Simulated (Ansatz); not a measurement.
Runs of Ansatz 0.2.0 on AlSn. Symmetry: P-6m2, No. 187, hexagonal system. Conventional cell: a = 4.198 Å, b = 4.198 Å, c = 3.307 Å, α = 90.00°, β = 90.00°, γ = 120.00°. Sn (site symmetry -6m2) is surrounded by 6 Al at 2.93 Å and 2 Sn at 3.31 Å. Al (site symmetry -6m2) has 6 Sn at 2.93 Å and 2 Al at 3.31 Å as nearest neighbours. The cell comes from a database or a generator and needn't be the stable form of this composition.

```csv
task,level,spin,cell,k mesh,smearing,atoms under strain,points for each segment of the path,gap on the mesh (eV),pressure (GPa),relaxed volume (Å³/atom)
phonons,PBE,off,as given,5 × 5 × 6,fermi-dirac 0.05 eV,-,-,none,-,-
phonons,LDA,off,as given,5 × 5 × 6,fermi-dirac 0.05 eV,-,-,none,-,-
single point,PBE,off,as given,7 × 7 × 8,gaussian 0.028 eV,-,-,none,0.3,-
relaxation of cell and atoms,RPBE+D3(BJ),off,relaxed,7 × 7 × 8,fermi-dirac 0.05 eV,-,-,none,0.0,20.31
elastic constants,LDA,off,as given,5 × 5 × 6,fermi-dirac 0.05 eV,clamped,-,none,-3.3,-
single point,PBE,off,as given,7 × 7 × 8,gaussian 0.027 eV,-,-,none,0.3,-
single point,PBE,off,as given,7 × 7 × 8,gaussian 0.011 eV,-,-,none,0.3,-
band structure,LDA,off,as given,7 × 7 × 8,fermi-dirac 0.05 eV,-,14,none,(a),-
relaxation of cell and atoms,PBEsol+D4,off,relaxed,7 × 7 × 8,fermi-dirac 0.05 eV,-,-,none,0.0,23.80
band structure,PBE,"SOC, no magnetisation",as given,5 × 5 × 6,fermi-dirac 0.05 eV,-,14,none,0.0,-
relaxation of cell and atoms,BLYP+D4,off,relaxed,7 × 7 × 8,fermi-dirac 0.05 eV,-,-,none,0.0,(b)
relaxation of cell and atoms,RPBE+D4,off,relaxed,7 × 7 × 8,fermi-dirac 0.05 eV,-,-,none,0.0,24.03
```

Alike in all rows: potentials or basis Ansatz PAW; cutoff (eV) 420.

Fill in the values left out.

(a) -3.0; (b) 25.00.

Caveats: the PAW data sets come from PBE, with cores solved anew for the run's functional, which leaves a small shift of forces and pressure (some runs); the plane-wave basis is chosen anew once the cell has moved, so the energies of steps on either side of that aren't comparable (some runs); pairwise dispersion overbinds metals, which lowers pressure and volume (some runs); the volume moved by over 15 % at a fixed basis, so the end points are rough (some runs); the cell is more than 3 GPa from zero pressure, which shifts response properties (some runs); elastic constants of metals need much finer meshes, so these are rough (some runs); spin-orbit coupling is left out, which moves the levels of the heavy elements (some runs).

A k mesh can miss the band edges, and rows without SOC leave out spin-orbit coupling on Sn.

A gap of «none» marks a metal or a gap under the smearing width.
